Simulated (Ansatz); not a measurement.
## Li₂Si, space group R-3m: a comparison of functionals at one structure, step by step

Computed with the Python package of Ansatz (0.2.0).

Typed at the interpreter:
```pycon
>>> import warnings
>>> import ansatz
>>> import pandas as pd
>>> from pymatgen.core import Lattice, Structure
>>> from pymatgen.io.ase import AseAtomsAdaptor
>>> config = {
...     "cutoff_ev": 530,
...     "k_spacing": 0.38,
...     "smearing": "gaussian",
...     "sigma": 0.2,
...     "beta": 0.2,
... }
>>> warnings.simplefilter("ignore", ansatz.DeckWarning)
>>> pmg_structure = Structure(
...     Lattice([(2.170969, 1.25341, 6.132429), (-2.170969, 1.25341, 6.132429), (0.0, -2.50682, 6.132429)]),
...     ["Li", "Li", "Li", "Li", "Si", "Si"],
...     [
...         (0.359001, 0.359001, 0.359001),
...         (0.640999, 0.640999, 0.640999),
...         (0.794952, 0.794952, 0.794952),
...         (0.205048, 0.205048, 0.205048),
...         (0.061467, 0.061467, 0.061467),
...         (0.938533, 0.938533, 0.938533),
...     ],
... )
>>> cell = ansatz.Crystal.from_ase(AseAtomsAdaptor.get_atoms(pmg_structure))
>>> [site.symbol for site in cell.resolved().sites]
['Li', 'Li', 'Li', 'Li', 'Si', 'Si']
>>> job = (
...     cell.calculation()
...     .basis(config["cutoff_ev"])  # a bare number is in eV
...     .kpoints(spacing=config["k_spacing"])
...     .occupations(config["smearing"], width=config["sigma"])  # smearing steadies the SCF of a metal
...     .mixing("anderson", ndim=6, beta=config["beta"])
...     .scf(algorithm="direct_min")
... )
>>> rows = []
>>> for value in ["blyp", "pbesol", "lda"]:
...     data = job.functional(value).run().report
...     rows.append((value, data["free_energy_ev"] / len(data["lattice"]["sites"]), data["n_iterations"], data["n_kpoints"]))
...
>>> table = pd.DataFrame(rows, columns=["functional", "F/atom (eV)", "iterations", "k-points"])
>>> table.round(5)
  functional  F/atom (eV)  iterations  k-points
0       blyp   -350.06529           6        19
1     pbesol   -342.71452           5        19
2        lda   -337.55766           5        19
```

BLYP can be off by several per cent in the lattices of metals, and by several GPa in the pressure at a fixed cell. The structure comes from a database of computed cells and needn't be a stable or known phase. Total energies of different functionals can't be compared; pressures, moments and gaps at this one structure can. Timing: 14 s on 1 thread of Intel(R) Xeon(R) 6975P-C (Granite Rapids), on a shared host, peak memory 0.55 GiB.
